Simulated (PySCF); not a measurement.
# SnTe+: from the state search to spectroscopic constants, part 2 of 2

PySCF 2.14.0; Sn cc-pVDZ-PP with ECP28, Te cc-pVDZ-PP with ECP28; scalar-relativistic core potentials. Earlier steps stand in the parts before.

## 8. BP86 (GGA)

Output of the SCF at 2.703 Å:

```text
[... 13 set-up lines left out, the same as in an earlier log ...]
max_memory 909 MB (current use 288 MB)
[... 3 set-up lines left out, the same as in an earlier log ...]
XC functionals = B88,P86
    A. D. Becke.,  Phys. Rev. A 38, 3098 (1988)
    J. P. Perdew.,  Phys. Rev. B 33, 8822 (1986)
[... 2 set-up lines left out, the same as in an earlier log ...]
init E= -482.307363715137
cycle= 1 E= -482.306971498068  delta_E= 0.000392  |g|= 0.0473  |ddm|= 0.362
cycle= 2 E= -482.282394155403  delta_E= 0.0246  |g|= 0.15  |ddm|= 0.722
cycle= 3 E= -482.309618656211  delta_E= -0.0272  |g|= 0.00398  |ddm|= 0.55
cycle= 4 E= -482.309632890926  delta_E= -1.42e-05  |g|= 0.00195  |ddm|= 0.0216
cycle= 5 E= -482.309637039288  delta_E= -4.15e-06  |g|= 0.000559  |ddm|= 0.00631
cycle= 6 E= -482.309637439328  delta_E= -4e-07  |g|= 6.2e-05  |ddm|= 0.00206
cycle= 7 E= -482.309637458215  delta_E= -1.89e-08  |g|= 6.03e-05  |ddm|= 0.00105
cycle= 8 E= -482.309637464059  delta_E= -5.84e-09  |g|= 8.73e-06  |ddm|= 0.000344
cycle= 9 E= -482.309637464302  delta_E= -2.43e-10  |g|= 1.51e-06  |ddm|= 0.000121
Extra cycle  E= -482.309637464266  delta_E= 3.55e-11  |g|= 5.81e-06  |ddm|= 2.58e-05
converged SCF energy = -482.309637464266  <S^2> = 0.75576114  2S+1 = 2.0057529
```

Re = 2.731 Å, ωe = 202.0 cm⁻¹, ωexe = 0.380 cm⁻¹, αe = 9e-05 cm⁻¹, Be = 0.03625 cm⁻¹, De = 3.15 eV, μ = -2.99 D. 11 s of CPU time for 12 points, integrals apart.

## 9. B97-3 (global hybrid GGA)

The SCF at the reference distance, 2.703 Å, printed:

```text
[... 13 set-up lines left out, the same as in an earlier log ...]
max_memory 909 MB (current use 289 MB)
[... 3 set-up lines left out, the same as in an earlier log ...]
XC functionals = HYB_GGA_XC_B97_3
    T. W. Keal and D. J. Tozer.,  J. Chem. Phys. 123, 121103 (2005)
[... 2 set-up lines left out, the same as in an earlier log ...]
init E= -482.169123099786
cycle= 1 E= -482.169373537222  delta_E= -0.00025  |g|= 0.00702  |ddm|= 0.114
cycle= 2 E= -482.169237172992  delta_E= 0.000136  |g|= 0.0133  |ddm|= 0.066
cycle= 3 E= -482.169426941212  delta_E= -0.00019  |g|= 0.000561  |ddm|= 0.0453
cycle= 4 E= -482.169427198924  delta_E= -2.58e-07  |g|= 0.000123  |ddm|= 0.00183
cycle= 5 E= -482.169427275557  delta_E= -7.66e-08  |g|= 6.64e-05  |ddm|= 0.00118
cycle= 6 E= -482.16942731399  delta_E= -3.84e-08  |g|= 3.35e-05  |ddm|= 0.00105
cycle= 7 E= -482.169427325803  delta_E= -1.18e-08  |g|= 1.09e-05  |ddm|= 0.000819
cycle= 8 E= -482.169427326309  delta_E= -5.06e-10  |g|= 2.39e-06  |ddm|= 0.000183
Extra cycle  E= -482.169427326298  delta_E= 1.07e-11  |g|= 4.45e-06  |ddm|= 2.5e-05
converged SCF energy = -482.169427326298  <S^2> = 0.75881283  2S+1 = 2.0087935
```

Re = 2.717 Å, ωe = 210.2 cm⁻¹, ωexe = 0.365 cm⁻¹, αe = 8.53e-05 cm⁻¹, Be = 0.03664 cm⁻¹, De = 2.79 eV, μ = -3.49 D.

## 10. CAM-B3LYP (range-separated hybrid)

Log of the SCF at 2.703 Å:

```text
[... 17 set-up lines left out, the same as in an earlier log ...]
XC functionals = CAMB3LYP
    T. Yanai, D. P. Tew, and N. C. Handy.,  Chem. Phys. Lett. 393, 51 (2004)
[... 2 set-up lines left out, the same as in an earlier log ...]
init E= -482.032495370154
cycle= 1 E= -482.032802592166  delta_E= -0.000307  |g|= 0.00948  |ddm|= 0.0923
cycle= 2 E= -482.032795241707  delta_E= 7.35e-06  |g|= 0.00984  |ddm|= 0.0652
cycle= 3 E= -482.032887062602  delta_E= -9.18e-05  |g|= 0.00142  |ddm|= 0.036
cycle= 4 E= -482.032889760125  delta_E= -2.7e-06  |g|= 0.000471  |ddm|= 0.0058
cycle= 5 E= -482.0328908869  delta_E= -1.13e-06  |g|= 0.000224  |ddm|= 0.00476
cycle= 6 E= -482.032891336665  delta_E= -4.5e-07  |g|= 0.000132  |ddm|= 0.0031
cycle= 7 E= -482.032891557287  delta_E= -2.21e-07  |g|= 7.56e-05  |ddm|= 0.00247
cycle= 8 E= -482.032891652203  delta_E= -9.49e-08  |g|= 1.52e-05  |ddm|= 0.00251
cycle= 9 E= -482.032891654306  delta_E= -2.1e-09  |g|= 4.4e-06  |ddm|= 0.000366
cycle= 10 E= -482.032891654406  delta_E= -1e-10  |g|= 1.89e-06  |ddm|= 5.23e-05
Extra cycle  E= -482.032891654418  delta_E= -1.18e-11  |g|= 1.37e-06  |ddm|= 1.46e-05
converged SCF energy = -482.032891654418  <S^2> = 0.75748855  2S+1 = 2.0074746
```

Re = 2.684 Å, ωe = 219.7 cm⁻¹, ωexe = 0.358 cm⁻¹, αe = 8.41e-05 cm⁻¹, Be = 0.03754 cm⁻¹, De = 2.66 eV, μ = -3.34 D. 15 s of CPU time for 12 points, integrals apart.

## 11. UHF

Log of the SCF at 2.703 Å:

```text
******** <class 'pyscf.scf.uhf_symm.SymAdaptedUHF'> ********
method = SymAdaptedUHF
[... 11 set-up lines left out, the same as in an earlier log ...]
max_memory 909 MB (current use 285 MB)
[... 1 set-up line left out, the same as in an earlier log ...]
Overwritten attributes  get_j get_jk get_hcore get_occ get_k  of <class 'pyscf.scf.uhf_symm.SymAdaptedUHF'>
[... 1 set-up line left out, the same as in an earlier log ...]
init E= -480.114686426417
cycle= 1 E= -480.128133645578  delta_E= -0.0134  |g|= 0.0306  |ddm|= 0.519
cycle= 2 E= -480.129329563171  delta_E= -0.0012  |g|= 0.0105  |ddm|= 0.12
cycle= 3 E= -480.129560363504  delta_E= -0.000231  |g|= 0.00595  |ddm|= 0.0501
cycle= 4 E= -480.129629094996  delta_E= -6.87e-05  |g|= 0.00232  |ddm|= 0.0276
cycle= 5 E= -480.129658193078  delta_E= -2.91e-05  |g|= 0.000931  |ddm|= 0.024
cycle= 6 E= -480.129663516534  delta_E= -5.32e-06  |g|= 0.000611  |ddm|= 0.00866
cycle= 7 E= -480.129666695954  delta_E= -3.18e-06  |g|= 0.00048  |ddm|= 0.00628
cycle= 8 E= -480.129670926277  delta_E= -4.23e-06  |g|= 0.000279  |ddm|= 0.0117
cycle= 9 E= -480.12967252629  delta_E= -1.6e-06  |g|= 0.000154  |ddm|= 0.00886
cycle= 10 E= -480.129672868575  delta_E= -3.42e-07  |g|= 8.64e-05  |ddm|= 0.00366
cycle= 11 E= -480.129672970189  delta_E= -1.02e-07  |g|= 3.92e-05  |ddm|= 0.00212
cycle= 12 E= -480.129672986558  delta_E= -1.64e-08  |g|= 1.2e-05  |ddm|= 0.00102
cycle= 13 E= -480.129672987394  delta_E= -8.36e-10  |g|= 4.38e-06  |ddm|= 0.000171
Extra cycle  E= -480.129672987452  delta_E= -5.82e-11  |g|= 2.76e-06  |ddm|= 1.88e-05
converged SCF energy = -480.129672987452  <S^2> = 0.78187172  2S+1 = 2.0316217
```

No constants are quoted: the points don't follow one smooth fit. 3.2 s of CPU time for 12 points, integrals apart.

## 12. Correlated methods on the Hartree–Fock reference

Reference: UHF; core orbitals frozen: 8; virtual orbitals above 20 hartree dropped in coupled cluster: 2. MP2 keeps all virtuals, so it differs from the MP2 energy in the coupled-cluster log.

The coupled-cluster run at the reference distance, 2.703 Å, printed:

```text
******** <class 'pyscf.cc.uccsd.UCCSD'> ********
CC2 = 0
CCSD nocc = (np.int64(15), np.int64(14)), nmo = (36, 36)
frozen orbitals [[0, 1, 2, 3, 4, 5, 6, 7, 44, 45], [0, 1, 2, 3, 4, 5, 6, 7, 44, 45]]
max_cycle = 80
direct = 0
conv_tol = 1e-07
conv_tol_normt = 1e-05
diis_space = 8
diis_start_cycle = 0
diis_start_energy_diff = 1e+09
max_memory 909 MB (current use 341 MB)
Init t2, MP2 energy = -0.159927061408794
Init E_corr(UCCSD) = -0.159927061424489
cycle = 1  E_corr(UCCSD) = -0.173443244908336  dE = -0.0135161835  norm(t1,t2) = 0.0971252
cycle = 2  E_corr(UCCSD) = -0.180136955588274  dE = -0.00669371068  norm(t1,t2) = 0.0355476
cycle = 3  E_corr(UCCSD) = -0.181449414431011  dE = -0.00131245884  norm(t1,t2) = 0.0255935
cycle = 4  E_corr(UCCSD) = -0.183734892659001  dE = -0.00228547823  norm(t1,t2) = 0.0139585
cycle = 5  E_corr(UCCSD) = -0.183483454893245  dE = 0.000251437766  norm(t1,t2) = 0.00577226
cycle = 6  E_corr(UCCSD) = -0.1835251435942  dE = -4.1688701e-05  norm(t1,t2) = 0.00166648
cycle = 7  E_corr(UCCSD) = -0.183550241561092  dE = -2.50979669e-05  norm(t1,t2) = 0.000862092
cycle = 8  E_corr(UCCSD) = -0.183541212935352  dE = 9.02862574e-06  norm(t1,t2) = 0.000502096
cycle = 9  E_corr(UCCSD) = -0.183549890361523  dE = -8.67742617e-06  norm(t1,t2) = 0.000210336
cycle = 10  E_corr(UCCSD) = -0.1835499676257  dE = -7.72641764e-08  norm(t1,t2) = 8.30947e-05
cycle = 11  E_corr(UCCSD) = -0.183549769312648  dE = 1.98313052e-07  norm(t1,t2) = 3.96729e-05
cycle = 12  E_corr(UCCSD) = -0.183549684640668  dE = 8.467198e-08  norm(t1,t2) = 2.17233e-05
cycle = 13  E_corr(UCCSD) = -0.183549953916879  dE = -2.69276212e-07  norm(t1,t2) = 1.02161e-05
cycle = 14  E_corr(UCCSD) = -0.183550080333458  dE = -1.26416578e-07  norm(t1,t2) = 4.01243e-06
cycle = 15  E_corr(UCCSD) = -0.183550110531283  dE = -3.0197825e-08  norm(t1,t2) = 1.78048e-06
UCCSD converged
E(UCCSD) = -480.3132230979836  E_corr = -0.1835501105312828
UCCSD(T) correction = -0.00813874328651341
```

Correlation energy (eV) along the bond:

| R (Å) | MP2 | SCS-MP2 | CCSD | CCSD(T) | T1 |
| --- | --- | --- | --- | --- | --- |
| 2.325 | -4.313 | -4.126 | n/a | n/a | n/a |
| 2.433 | -4.328 | -4.148 | -4.936 | -5.125 | 0.014 |
| 2.541 | -4.341 | -4.168 | -4.960 | -5.162 | 0.016 |
| 2.622 | -4.348 | -4.180 | -4.978 | -5.189 | 0.018 |
| 2.703 | -4.354 | -4.192 | -4.995 | -5.216 | 0.020 |
| 2.784 | -4.359 | -4.201 | -5.011 | -5.243 | 0.022 |
| 2.892 | -4.364 | -4.209 | -5.032 | -5.278 | 0.024 |
| 3.027 | -3.791 | -3.639 | -4.818 | -5.058 | 0.067 |
| 3.189 | -3.662 | -3.531 | -4.599 | -4.821 | 0.057 |
| 3.406 | -3.566 | -3.455 | n/a | n/a | n/a |

UHF-MP2: No constants are quoted: the points don't follow one smooth fit.

UHF-SCS-MP2: No constants are quoted: the points don't follow one smooth fit.

UHF-CCSD: No constants are quoted: the points don't follow one smooth fit.

UHF-CCSD(T): No constants are quoted: the points don't follow one smooth fit.

## 13. All curves

Energy (eV) from each level's lowest point:

| R (Å) | UHF | UHF-MP2 | UHF-SCS-MP2 | UHF-CCSD | UHF-CCSD(T) | PBE | BP86 | r²SCAN | PBE0 | B97-3 | M06-2X | CAM-B3LYP |
| --- | --- | --- | --- | --- | --- | --- | --- | --- | --- | --- | --- | --- |
| 2.325 | 1.229 | 1.270 | 1.295 | n/a | n/a | 1.299 | 1.301 | 1.204 | 1.170 | 1.276 | 1.231 | 1.122 |
| 2.433 | 0.539 | 0.565 | 0.583 | 0.598 | 0.630 | 0.601 | 0.603 | 0.534 | 0.509 | 0.579 | 0.546 | 0.474 |
| 2.541 | 0.166 | 0.180 | 0.191 | 0.201 | 0.221 | 0.208 | 0.210 | 0.169 | 0.153 | 0.193 | 0.172 | 0.132 |
| 2.622 | 0.036 | 0.042 | 0.047 | 0.053 | 0.063 | 0.059 | 0.060 | 0.040 | 0.031 | 0.050 | 0.040 | 0.021 |
| 2.703 | 0.000 | 0.000 | 0.000 | 0.000 | 0.000 | 0.000 | 0.000 | 0.000 | 0.000 | 0.000 | 0.000 | 0.000 |
| 2.784 | 0.034 | 0.030 | 0.025 | 0.018 | 0.007 | 0.010 | 0.009 | 0.028 | 0.037 | 0.020 | 0.030 | 0.048 |
| 2.892 | 0.158 | 0.148 | 0.140 | 0.120 | 0.096 | 0.100 | 0.097 | 0.139 | 0.161 | 0.126 | 0.149 | 0.187 |
| 3.027 | 0.167 | 0.731 | 0.720 | 0.344 | 0.325 | 0.293 | 0.287 | 0.350 | 0.392 | 0.342 | 0.378 | 0.440 |
| 3.189 | 0.222 | 0.915 | 0.883 | 0.618 | 0.617 | 0.583 | 0.574 | 0.645 | 0.714 | 0.660 | 0.548 | 0.795 |
| 3.406 | 0.326 | 1.114 | 1.063 | n/a | n/a | 0.982 | 0.973 | 1.036 | 1.123 | 1.082 | 0.767 | 1.192 |

## 14. Constants by level of theory

What follows sums up all 2 parts.

Lowest PBE0 solution found, without spin–orbit coupling: ²Π (doublet), unpaired electrons π ↑. State 2 has its PBE0 minimum 0.64 eV higher. State 3 has its PBE0 minimum 1.42 eV higher. The other levels ran on the lowest alone.

| level | Re (Å) | ωe (cm⁻¹) | De (eV) | μ (D) |
| --- | --- | --- | --- | --- |
| PBE | 2.729 | 202.9 | 3.17 | -2.97 |
| BP86 | 2.731 | 202.0 | 3.15 | -2.99 |
| r²SCAN | 2.706 | 209.7 | 2.95 | -3.06 |
| PBE0 | 2.696 | 214.7 | 2.86 | -3.23 |
| B97-3 | 2.717 | 210.2 | 2.79 | -3.49 |
| M06-2X | 2.704 | 214.6 | 2.15 | -3.92 |
| CAM-B3LYP | 2.684 | 219.7 | 2.66 | -3.34 |

De is counted to Sn+ + Te in their ground configurations. A positive dipole points from Sn to Te; in an ion it is taken about the centre of mass and does not tell which atom is negative. No constants: UHF (the points don't follow one smooth fit); UHF-MP2 (the points don't follow one smooth fit); UHF-SCS-MP2 (the points don't follow one smooth fit); UHF-CCSD (the points don't follow one smooth fit); UHF-CCSD(T) (the points don't follow one smooth fit).

Time per point (s) on 1 thread, shared host (CPU time, shared integrals of 0.27 s apart; correlated levels include their reference); the times are rough: PBE 0.71, BP86 0.93, r²SCAN 1, PBE0 0.85, B97-3 0.64, M06-2X 3.7, CAM-B3LYP 1.3.

The methods spread over 0.047 Å in bond length, from CAM-B3LYP to BP86. Of the levels with a De here, M06-2X gives the least (2.15 eV) and PBE the most (3.17 eV).

Correlated steps freeze 8 core orbitals. Spin–orbit coupling is left out, which matters for elements this heavy, above all for dissociation energies. T1 is 0.020 near the minimum (highest on the curve 0.067), which may point to more than one leading configuration. With spin–orbit coupling the term label itself may not hold.
